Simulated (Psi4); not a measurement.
# SnCl2F2 (SMILES [F][Sn]([F])([Cl])[Cl]): HF/STO-3G

What is the energy change on altering one bond length of SnCl2F2 at HF/STO-3G? 

The calculation is run with Psi4 1.11.

1 further run of the same task is left out (set aside as unsound or not needed).

**1. Starting point**

The species is SnCl2F2 (5 atoms), meant as a singlet with charge 0. SMILES: `[F][Sn]([F])([Cl])[Cl]`. The shape is that of a PBE0-D4/def2-TZVP optimisation.

Bond lengths: F1–Sn2 1.887 Å, Sn2–F3 1.887 Å, Sn2–Cl4 2.271 Å, Sn2–Cl5 2.271 Å. Angles: F1–Sn2–F3 105.5°, F1–Sn2–Cl4 109.3°, F1–Sn2–Cl5 109.3°, F3–Sn2–Cl4 109.2°, F3–Sn2–Cl5 109.2°, Cl4–Sn2–Cl5 114.0°.

**2. Energy and forces at HF/STO-3G**

Contents of cl2f2sn.json:

```json
{
  "schema_name": "qcschema_input",
  "schema_version": 1,
  "molecule": {
    "schema_name": "qcschema_molecule",
    "schema_version": 2,
    "symbols": ["F", "Sn", "F", "Cl", "Cl"],
    "geometry": [-0.25700275, -0.60187777, 3.53662244, 0.05971535, -0.06916398, 0.02570028, 2.85159672, -2.04128216, -0.98851574, -3.4727497, -1.49855282, -1.94641791, 0.91273772, 4.07179288, -0.70562373],
    "molecular_charge": 0,
    "molecular_multiplicity": 1,
    "fix_symmetry": "c1"
  },
  "driver": "gradient",
  "model": {
    "method": "scf",
    "basis": "STO-3G"
  },
  "keywords": {
    "reference": "rhf",
    "puream": true,
    "e_convergence": 1e-09,
    "d_convergence": 1e-08,
    "scf_type": "pk",
    "scf_properties": ["QUADRUPOLE", "DIPOLE", "MAYER_INDICES"]
  }
}
```

Launch:

```console
$ psi4 --qcschema cl2f2sn.json -n 1 --memory 2200MB
```

stdout, shortened:

```text
[...]
  Running in c1 symmetry.
[...]
  Nuclear repulsion =  798.395700105298829
[...]
  Multiplicity = 1
[...]
  Nalpha       = 51
  Nbeta        = 51
[...]
    Number of basis functions: 55
[...]
   @RHF iter   1: -7068.63745803990150   -3.40047e+00   6.05956e-03 DIIS/ADIIS
[...]
   @RHF iter  10: -7068.69989685665860    2.72848e-12   2.08917e-09 DIIS
[...]
    Orbital Energies [Eh]
    ---------------------
    Doubly Occupied:
       1A   -1030.057213     2A   -153.686878     3A   -145.516686
       4A   -145.516664     5A   -145.516617     6A   -103.655375
       7A   -103.655366     8A    -29.761627     9A    -26.744265
      10A    -26.743921    11A    -26.743564    12A    -25.852627
      13A    -25.852517    14A    -18.346485    15A    -18.346362
      16A    -18.346311    17A    -18.345928    18A    -18.345832
      19A    -10.349881    20A    -10.349737    21A     -7.793306
      22A     -7.793148    23A     -7.788196    24A     -7.788170
      25A     -7.788162    26A     -7.788070    27A     -4.969545
      28A     -3.724043    29A     -3.721829    30A     -3.720057
      31A     -1.451960    32A     -1.446816    33A     -1.081106
      34A     -1.073806    35A     -1.042661    36A     -1.042207
[...]
  @RHF Final Energy: -7068.69989685665860
   => Energetics <=
    Nuclear Repulsion Energy =            798.3957001052988289
    One-Electron Energy =              -11373.6992250196526584
    Two-Electron Energy =                3506.6036280576945501
    Total Energy =                      -7068.6998968566595067
[...]
 Multipole Moments:
 ------------------------------------------------------------------------------------
     Multipole            Electronic (a.u.)      Nuclear  (a.u.)        Total (a.u.)
 ------------------------------------------------------------------------------------
 L = 1.  Multiply by 2.5417464519 to convert [e a0] to [Debye]
 Dipole X            :          2.6912223           -2.3791162            0.3121061
 Dipole Y            :         -2.7234787            2.4076444           -0.3158342
 Dipole Z            :          2.7158648           -2.4007358            0.3151289
 Magnitude           :                                                    0.5444885
 L = 2.  Multiply by 1.3450342976 to convert [e a0^2] to [Debye ang]
 Quadrupole XX       :       -335.7802454          290.3003551          -45.4798902
 Quadrupole XY       :       -105.1602388          103.1704494           -1.9897894
[...]
  -Total Gradient:
     Atom            X                  Y                   Z
    ------   -----------------  -----------------  -----------------
       1        0.001057721367    -0.003545362339     0.012177552551
       2       -0.018317109324     0.018539769919    -0.018405421149
       3        0.010127369728    -0.007757317478    -0.000969743889
       4        0.006681946679     0.000345497834     0.004478399166
       5        0.000450071522    -0.007582588042     0.002719213300
[...]
```

The result, in JSON:

```text
{
 "driver": "gradient",
 "model": {
  "method": "scf",
  "basis": "STO-3G"
 },
 "success": true,
 "return_result": [0.0010577213666308812, -0.003545362338935716, 0.01217755255134495, -0.018317109323809845, 0.01853976991874398, -0.01840542114856663, 0.0101273697276274, -0.007757317478346862, -0.0009697438886634435, 0.006681946678522205, 0.0003454978344043791, 0.004478399165793387, 0.000450071522310639, -0.007582588042312988, 0.0027192133000962793],
 "properties": {
  "calcinfo_nbasis": 55,
  "calcinfo_nmo": 55,
  "calcinfo_nalpha": 51,
  "calcinfo_nbeta": 51,
  "calcinfo_natom": 5,
  "nuclear_repulsion_energy": 798.3957001052988,
  "return_energy": -7068.699896856659,
  "return_gradient": [0.0010577213666308812, -0.003545362338935716, 0.01217755255134495, -0.018317109323809845, 0.01853976991874398, -0.01840542114856663, 0.0101273697276274, -0.007757317478346862, -0.0009697438886634435, 0.006681946678522205, 0.0003454978344043791, 0.004478399165793387, 0.000450071522310639, -0.007582588042312988, 0.0027192133000962793],
  "scf_one_electron_energy": -11373.699225019653,
  "scf_two_electron_energy": 3506.6036280576946,
  "scf_dipole_moment": [0.3121061212179743, -0.31583424081137723, 0.3151289481211639],
  "scf_total_energy": -7068.699896856659,
  "scf_total_gradient": [0.0010577213666308812, -0.003545362338935716, 0.01217755255134495, -0.018317109323809845, 0.01853976991874398, -0.01840542114856663, 0.0101273697276274, -0.007757317478346862, -0.0009697438886634435, 0.006681946678522205, 0.0003454978344043791, 0.004478399165793387, 0.000450071522310639, -0.007582588042312988, 0.0027192133000962793],
  "scf_iterations": 10
 }
}
```

It took 4.2 s on 1 thread of Intel Xeon 6975P-C (Granite Rapids), shared host; peak memory 0.2 GiB.

**3. The distorted shape**

Contents of calc.py:

```python
import psi4

psi4.set_memory(2200000000)
psi4.set_num_threads(1)
psi4.core.set_output_file('psi4.out', False)

molecule = psi4.geometry("""
0 1
F      2.56890692     0.54160874     5.11428108
Sn     2.88562502     1.07432253     1.60335892
F      5.67750640    -0.89779565     0.58914291
Cl    -3.47274970    -1.49855282    -1.94641791
Cl     3.73864739     5.21527939     0.87203491
units bohr
symmetry c1
""")

options = {'basis': 'STO-3G', 'puream': True, 'e_convergence': 1e-09, 'd_convergence': 1e-08, 'scf_type': 'pk'}
psi4.set_options(options)

e_tot, wfn = psi4.gradient("hf", return_wfn=True)
print('gradient / Eh bohr^-1')
print(e_tot.np.round(6))
print(f'energy = {wfn.energy():.10f} Eh')
```

Launch:

```console
$ python calc.py
```

psi4.out, shortened:

```text
[...]
  Running in c1 symmetry.
[...]
  Nuclear repulsion =  682.893994151038783
[...]
  Multiplicity = 1
[...]
  Nalpha       = 51
  Nbeta        = 51
[...]
    Number of basis functions: 55
[...]
   @RHF iter   1: -7068.35502689058649   -3.61569e+00   5.98768e-03 DIIS/ADIIS
[...]
   @RHF iter  13: -7068.46270862126676   -1.50976e-10   4.15511e-09 DIIS
[...]
  @RHF Final Energy: -7068.46270862126676
   => Energetics <=
    Nuclear Repulsion Energy =            682.8939941510387825
    One-Electron Energy =              -11142.1862367259418534
    Two-Electron Energy =                3390.8295339536371102
    Total Energy =                      -7068.4627086212667564
[...]
 Multipole Moments:
 ------------------------------------------------------------------------------------
     Multipole            Electronic (a.u.)      Nuclear  (a.u.)        Total (a.u.)
 ------------------------------------------------------------------------------------
 L = 1.  Multiply by 2.5417464519 to convert [e a0] to [Debye]
 Dipole X            :          8.4969119           -6.1794782            2.3174337
 Dipole Y            :         -0.3540535            0.8698519            0.5157985
 Dipole Z            :          5.9506151           -4.5224151            1.4282001
 Magnitude           :                                                    2.7706141
[...]
  -Total Gradient:
     Atom            X                  Y                   Z
    ------   -----------------  -----------------  -----------------
       1        0.002757321406    -0.001953280426     0.014327298527
       2        0.016033968629     0.028124958511     0.002138977568
       3        0.013125136157    -0.006764824281    -0.000710696031
       4       -0.033436041381    -0.013837629774    -0.018569208979
       5        0.001519615052    -0.005569224042     0.002813629225
[...]
```

On the terminal:

```text
gradient / Eh bohr^-1
[[ 0.002757 -0.001953  0.014327]
 [ 0.016034  0.028125  0.002139]
 [ 0.013125 -0.006765 -0.000711]
 [-0.033436 -0.013838 -0.018569]
 [ 0.00152  -0.005569  0.002814]]
energy = -7068.4627086213 Eh
```

Run time: 2.7 s. Hardware: 1 thread of Intel Xeon 6975P-C (Granite Rapids), shared host; peak memory 0.2 GiB.

**4. Summary of results**

Level: HF/STO-3G.

| quantity | value |
| --- | --- |
| first shape: total energy | -7068.69990 Eh |
| first shape: dipole moment | 1.38 D |
| first shape: HOMO energy | -10.86 eV |
| first shape: LUMO energy | 5.72 eV |
| first shape: HOMO–LUMO gap | 16.58 eV |
| first shape: largest force on an atom | 1.641 eV/Å |
| distorted shape: total energy | -7068.46271 Eh |
| distorted shape: dipole moment | 7.04 D |
| distorted shape: HOMO energy | -5.90 eV |
| distorted shape: LUMO energy | -0.93 eV |
| distorted shape: HOMO–LUMO gap | 4.97 eV |
| distorted shape: largest force on an atom | 2.091 eV/Å |
| energy change with the Sn2–Cl4 bond stretched from 2.271 to 4.087 Å | 6.454 eV |

One bond (distorted shape) is far stretched, which a spin-restricted single reference describes badly; a broken-symmetry solution may lie lower. With the Sn2–Cl4 bond stretched from 2.271 to 4.087 Å the energy rises by 6.45 eV (149 kcal/mol). The first shape isn't relaxed at this level, so the change isn't measured from a minimum. A restricted reference can't describe the breaking bond well at this length. The minimal basis adds a large error of its own. The largest force (first shape) is 1.64 eV/Å: the shape isn't a stationary point for this species at this level. Relativity is left out (first shape) although the molecule holds a heavy atom. Relativity is left out (distorted shape) although the molecule holds a heavy atom.
